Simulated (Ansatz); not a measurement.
# K2TaH6: the cost of one run

Method: DFT PBE, scalar-relativistic, plane waves, PAW, in Ansatz 0.2.0.

### Step 1. The system as given

The structure is tetragonal, space group I4/mmm (No. 139). The conventional cell has a = 6.133 Å, b = 6.133 Å, c = 8.662 Å, α = 90.00°, β = 90.00°, γ = 90.00°. Around K (site symmetry -4m2) lie 12 H at 3.08 Å. Around Ta (site symmetry 4/mmm) lie 6 H at 1.89 Å. Around H (site symmetry m2m) lie 1 Ta at 1.89 Å. Around H (site symmetry 4mm) lie 1 Ta at 1.89 Å.

Structure file:

```
K Ta H
1.0
    -3.06653    3.06653    4.33110
     3.06653   -3.06653    4.33110
     3.06653    3.06653   -4.33110
K Ta H
2 1 6
Direct
  0.75000 0.25000 0.50000
  0.25000 0.75000 0.50000
  0.00000 0.00000 0.00000
  0.78260 0.78260 0.56521
  0.78260 0.21740 0.00000
  0.21740 0.21740 0.43479
  0.21740 0.78260 0.00000
  0.78232 0.78232 0.00000
  0.21768 0.21768 0.00000
```

It is the end of an earlier relaxation with the same method, from a database cell with other species swapped in; it needn't be the stable form of this composition. At a tolerance of 0.05 Å it has space group Fm-3m (No. 225); it has 18.10 Å³/atom, an uncorrected energy of +0.15 eV/atom over the elements.

### Step 2. Static run: bands, density of states and charges

input.yaml reads:

```yaml
crystal:
  lattice:
    - [-3.0665309175, 3.0665309175, 4.3310996638]
    - [3.0665309175, -3.0665309175, 4.3310996638]
    - [3.0665309175, 3.0665309175, -4.3310996638]
  atoms:
    - { symbol: K, position: [0.75, 0.25, 0.5] }
    - { symbol: K, position: [0.25, 0.75, 0.5] }
    - { symbol: Ta, position: [0.0, 0.0, 0.0] }
    - { symbol: H, position: [0.7826039757, 0.7826039757, 0.5652079513] }
    - { symbol: H, position: [0.7826039757, 0.2173960243, 0.0] }
    - { symbol: H, position: [0.2173960243, 0.2173960243, 0.4347920487] }
    - { symbol: H, position: [0.2173960243, 0.7826039757, 0.0] }
    - { symbol: H, position: [0.7823195087, 0.7823195087, 0.0] }
    - { symbol: H, position: [0.2176804913, 0.2176804913, 0.0] }
basis:
  ecutwfc: 420
kpoints:
  mp_grid: { grid: [10, 10, 10] }
  band_path:
    path:
      - [[0.0, 0.0, 0.0], [0.0, 0.0, 0.5], [0.25, 0.25, 0.25], [0.0, 0.5, 0.0], [0.0, 0.0, 0.0], [0.5, 0.5, -0.5], [0.37532518, 0.62467482, -0.37532518]]
      - [[-0.37532518, 0.37532518, 0.37532518], [0.0, 0.0, 0.0]]
      - [[0.0, 0.0, 0.5], [-0.25065037, 0.25065037, 0.5]]
      - [[0.5, 0.5, -0.25065037], [0.5, 0.5, -0.5]]
    npoints: 14
hamiltonian:
  xc: pbe
scf:
  occupations: { method: gaussian, width: 0.1 }
  n_extra_bands: 22
output:
  forces: true
  stress: true
  eigenvalues: true
  populations: true
  dos: { projected: true, de: 0.02, nscf_kmesh: { grid: [12, 12, 12] } }
  bader: true
  write_density: true
  write_potential: true
  elf: true
  volumetric_format: npy
```

The run is started by

```bash
$ ansatz run input.yaml --threads 1 --pin off --max-ram 2048MiB --backend cpu --events-out ev --progress --plain --runs-dir out
```

**Question.** How long does this run take on 1 thread of Arm Neoverse V2, shared host, and how much memory does it need?

About 2.2 min, with a peak of 0.94 GiB.
